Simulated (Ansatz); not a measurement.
# C2H3Cl2In: trial inputs and their diagnosis

Aim: try 4 inputs for C2H3Cl2In as typed, read how each ends, and find what has to change.

Method: the settings change from run to run; program: Ansatz 0.2.0, Gaussian basis.

1 further run of the same task is left out (for a known fault of the program).

## 1. The relaxed structure

The geometry comes from an earlier relaxation with PBE0-D4 in a triple-zeta def2 set; it is a stationary point, not always the lowest conformer. In takes a core potential in def2 sets; no spin-orbit term is included.

SMILES `C=[CH][In]([Cl])[Cl]`, 8 atoms, charge 0, spin multiplicity 1.

Atoms are counted from 1 here; the program's logs count them from 0.

Bond lengths: C1–C2 1.328 Å, C1–H6 1.088 Å, C1–H7 1.086 Å, C2–In3 2.107 Å, C2–H8 1.086 Å, In3–Cl4 2.324 Å, In3–Cl5 2.315 Å. Angles: C2–C1–H6 121.4°, C2–C1–H7 122.6°, H6–C1–H7 116.0°, C1–C2–In3 120.2°, C1–C2–H8 120.5°, In3–C2–H8 119.3°, C2–In3–Cl4 119.4°, C2–In3–Cl5 127.3°, Cl4–In3–Cl5 113.3°.

## 2. Try 1

The input, in.yaml:

```yaml
crystal:
  periodic: [false, false, false]
  atoms:
    - {symbol: C, position_ang: [-0.274414, -1.240932, 1.458244]}
    - {symbol: C, position_ang: [0.387888, 0.200953, 0.969681]}
    - {symbol: In, position_ang: [0.123960, 1.003910, -1.524531]}
    - {symbol: Cl, position_ang: [-1.337701, -0.654313, -3.409674]}
    - {symbol: Cl, position_ang: [1.147447, 3.442246, -2.700073]}
    - {symbol: H, position_ang: [-0.152066, -1.677643, 2.740407]}
    - {symbol: H, position_ang: [-0.965381, -2.052063, 0.616819]}
    - {symbol: H, position_ang: [1.070255, 0.977841, 1.849140]}
basis:
  gaussian: {orbitals: def2-TZVPD, fitting: {mean_field: cc-pVTZ-jkfit}}
hamiltonian: {xc: {name: wB97M-V}}
scf: {lower_state_search: light}
```

The run is started by

```
ansatz run in.yaml --threads 4 --pin off --events-out ev --progress --plain --max-ram 10444MiB
```

What it wrote:

```text
Functional definition: wB97M-V
  name "wB97M-V"
  cite "Mardirossian & Head-Gordon, J. Chem. Phys. 144, 214110 (2016) doi:10.1063/1.4952647"
  cite "Becke, J. Chem. Phys. 107, 8554 (1997) doi:10.1063/1.475007"
  cite "Vydrov & Van Voorhis, J. Chem. Phys. 133, 244103 (2010) doi:10.1063/1.3521275"
  # Of w^i u^j: cxij and so on, Table III.
  parameter omega = 0.3/bohr
  parameter cx = 0.15
  parameter cx01 = 1.007
  parameter cx10 = 0.259
  parameter css00 = 0.443
  parameter css04 = -1.437
  parameter css10 = -4.535
  parameter css20 = -3.390
  parameter css43 = 4.278
  parameter cos00 = 1.000
  parameter cos10 = 1.358
  parameter cos20 = 2.924
  parameter cos21 = -8.812
  parameter cos60 = -1.390
  parameter cos61 = 9.142
  parameter b = 6.0
  parameter c = 0.01
  gx(w, u) = 1 - cx + cx01*u + cx10*w
  gss(w, u) = css00 + css04*u^4 + css10*w + css20*w^2 + css43*w^4*u^3
  gos(w, u) = cos00 + cos10*w + (cos20 + cos21*u)*w^2 + (cos60 + cos61*u)*w^6
  exchange = spin_sum(e_x_unif_sr(omega)*gx(b97_w, b97_u_x)) + cx*exact_x_sr(omega) + exact_x_lr(omega)
  correlation = spin_sum(e_c_pw_mod_same_spin*gss(b97_w, b97_u_same))
      + integral(e_c_pw_mod_opposite_spin*gos(b97_w_opposite, b97_u_opposite)) + vv10(b, c)
Error: <dir> the basis set cc-pVTZ-JKFIT has no functions for In
```

Run time: 0.1 s. Hardware: 4 threads of Arm Neoverse V2, shared host.

What is wrong: The program refused the input. The fitting set named has no entry for an element of this molecule. Cure: leave the fitting key out, or name a set that covers all elements and suits the basis. Its coordinates are also moved off the relaxed structure.

## 3. Try 2

The input, in.yaml:

```yaml
crystal:
  periodic: [false, false, false]
  atoms:
    - {symbol: C, position_ang: [-0.219531, -0.992745, 1.166595]}
    - {symbol: C, position_ang: [0.310311, 0.160762, 0.775744]}
    - {symbol: In, position_ang: [0.099168, 0.803128, -1.219625]}
    - {symbol: Cl, position_ang: [-1.070161, -0.523450, -2.727739]}
    - {symbol: Cl, position_ang: [0.917957, 2.753797, -2.160059]}
    - {symbol: H, position_ang: [-0.121653, -1.342115, 2.192325]}
    - {symbol: H, position_ang: [-0.772305, -1.641650, 0.493455]}
    - {symbol: H, position_ang: [0.856204, 0.782273, 1.479312]}
basis:
  gaussian: {orbitals: def2-mTZVP, point_charges: [{charge: 0.50, position_ang: [3.853, -0.775, 0.202]}]}
magnetization: {spin_polarized: true, initial_magnetization: 1}
hamiltonian: {xc: {name: r2SCAN50}}
accuracy: high
```

The command is unchanged.

What it wrote:

```text
Error: a molecule whose nuclei and cores have a total charge of 70 cannot have a net charge of 0 together with 1 unpaired electrons
```

Wall time 0.05 s (4 threads of Arm Neoverse V2, shared host).

Diagnosis: Refused before any calculation. The number of unpaired electrons doesn't fit the electron count. Cure: make charge and initial_magnetization agree: an even electron count takes an even number of unpaired electrons, and remove the point charge.

## 4. Try 3

The input, in.yaml:

```yaml
crystal:
  periodic: [false, false, false]
  atoms:
    - {symbol: C, position_ang: [-0.219531, -0.992745, 1.166595]}
    - {symbol: C, position_ang: [0.310311, 0.160762, 0.775744]}
    - {symbol: In, position_ang: [0.099168, 0.803128, -1.219625]}
    - {symbol: Cl, position_ang: [-1.070161, -0.523450, -2.727739]}
    - {symbol: Cl, position_ang: [0.917957, 2.753797, -2.160059]}
    - {symbol: H, position_ang: [-0.121653, -1.342115, 2.192325]}
    - {symbol: H, position_ang: [-0.772305, -1.641650, 0.493455]}
    - {symbol: H, position_ang: [0.856204, 0.782273, 1.479312]}
basis:
  gaussian: {orbitals: cc-pVTZ-rifit}
hamiltonian: {xc: {name: r2SCANh}, dispersion: d4}
output: {forces: true}
```

Launched as before.

What it wrote:

```text
Functional definition: r2SCANh
  name "r2SCANh"
  cite "Bursch, Neugebauer, Ehlert & Grimme, J. Chem. Phys. 156, 134105 (2022) doi:10.1063/5.0086040"
  cite "Furness, Kaplan, Ning, Perdew & Sun, J. Phys. Chem. Lett. 11, 8208 (2020) doi:10.1021/acs.jpclett.0c02405"
  cite "Furness, Kaplan, Ning, Perdew & Sun, J. Phys. Chem. Lett. 11, 9248 (2020) doi:10.1021/acs.jpclett.0c03077"
  parent r2scan
  parameter a = 0.1
  parameter k0 = 0.174
  parameter k1 = 0.065
  parameter a1 = 4.9479
  exchange = (1 - a)*r2scan_x(k0 = k0, k1 = k1, a1 = a1) + a*exact_x
  correlation = r2scan_c
Error: <dir> the basis set cc-pVTZ-RIFIT has no functions for In
```

Run time: 0.25 s. Hardware: 4 threads of Arm Neoverse V2, shared host.

What is wrong: Refused before any calculation. The basis set is misnamed or doesn't suit the job. Fix: name an orbital basis set that the library holds for every element here.

## 5. Try 4

The input, in.yaml:

```yaml
crystal:
  periodic: [false, false, false]
  atoms:
    - {symbol: C, position_ang: [-0.309703, -1.074184, 1.094928]}
    - {symbol: C, position_ang: [0.407458, 0.149469, 0.813023]}
    - {symbol: In, position_ang: [0.124562, 0.689818, -1.236326]}
    - {symbol: Cl, position_ang: [-1.253346, -0.456806, -2.796846]}
    - {symbol: Cl, position_ang: [0.770386, 2.752774, -2.099536]}
    - {symbol: H, position_ang: [-0.003777, -1.502690, 2.215061]}
    - {symbol: H, position_ang: [-0.802447, -1.690429, 0.423175]}
    - {symbol: H, position_ang: [0.811262, 0.720801, 1.412706]}
basis:
  gaussian: {orbitals: STO-3G, nuclear_model: gaussian, point_charges: [{charge: 1.00, position_ang: [3.596, -0.567, -0.610]}]}
hamiltonian: {xc: {name: wB97M-V}, dispersion: d4}
scf: {lower_state_search: full}
output: {forces: true}
```

Launched as before.

What it wrote:

```text
Error: invalid value for `hamiltonian.dispersion`: no damping is tabulated for this functional; type it, or the functional that lends it
```

It took 0.05 s on 4 threads of Arm Neoverse V2, shared host.

What is wrong: Refused before any calculation. The dispersion term doesn't go with the functional. Its coordinates are also moved off the relaxed structure. To mend it, leave the dispersion key out, since this functional holds its own nonlocal correlation, and remove the point charge.

## 6. How the tries ended

```
try                  level    ended                                                               cause    time
  1     wB97M-V/def2-TZVPD  refused  the fitting set named has no entry for an element of this molecule   0.1 s
  2    r2SCAN50/def2-mTZVP  refused     the number of unpaired electrons doesn't fit the electron count  0.05 s
  3  r2SCANh/cc-pVTZ-rifit  refused                   the basis set is misnamed or doesn't suit the job  0.25 s
  4         wB97M-V/STO-3G  refused                  the dispersion term doesn't go with the functional  0.05 s
```

4 refused. A refusal costs next to no computing time.
